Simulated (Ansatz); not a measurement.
## ClHSSn, SMILES [SH][Sn][Cl]: vertical spin-state energies

Run with Ansatz's Python interface.

The script, `spin.py`:
```python
import ansatz as az

BASIS = 'def2-SVP'
METHOD = 'CCSD(T)'


def main() -> None:
    geometry_ang = [
        ('S', [0.3268, 1.3257, -0.7647]),
        ('Sn', [-1.2657, -0.3476, -0.0566]),
        ('Cl', [-0.1027, -2.3212, 0.391]),
        ('H', [1.0971, 1.2829, 0.41]),
    ]
    mol = az.Crystal.molecule()
    for symbol, xyz in geometry_ang:
        mol = mol.atom(symbol, xyz)

    model = mol.calculation().basis(gaussian=BASIS).correlation(METHOD, electrons='valence')
    found = {}
    for unpaired in [0, 2]:
        rep = model.spin('collinear', total=unpaired).run(threads=1).report
        s = unpaired / 2
        found[unpaired] = rep['free_energy_ev']
        print(f'2S+1 = {unpaired + 1}: E = {found[unpaired]:.5f} eV, <S^2> = {abs(rep["mean_field"]["state"]["spin_squared"]):.3f} (pure state {s * (s + 1):.2f})')
    lowest = min(found, key=found.get)
    for unpaired, e in found.items():
        print(f'multiplicity {unpaired + 1}: {96.485332 * (e - found[lowest]):.1f} kJ/mol above the lowest')


if __name__ == '__main__':
    main()
```

Running `python spin.py` prints:
```text
2S+1 = 1: E = -29147.84817 eV, <S^2> = 0.000 (pure state 0.00)
2S+1 = 3: E = -29145.86605 eV, <S^2> = 2.018 (pure state 2.00)
multiplicity 1: 0.0 kJ/mol above the lowest
multiplicity 3: 191.2 kJ/mol above the lowest
```

In order: multiplicity 1 (+0.00 eV) and multiplicity 3 (+1.98 eV), all at the one geometry.

Reading the output:
- These settings explore the input space; basis and method may be short of convergence.
- The geometry is a force-field or estimated start, not a minimum of this method, and the basis set is short of its limit. All parts are taken at fixed geometry, without zero-point energy.
- def2 sets replace the cores of elements past krypton by effective core potentials.
- Spin-orbit coupling, which mixes and shifts the spin states of heavy atoms, is left out.
- S² is that of the Hartree-Fock reference.
- Run time: 28 s on 1 thread of Arm Neoverse V1 (shared host), peak memory 0.33 GiB.

(Lines on the test bed's own set-up are left out of the output.)
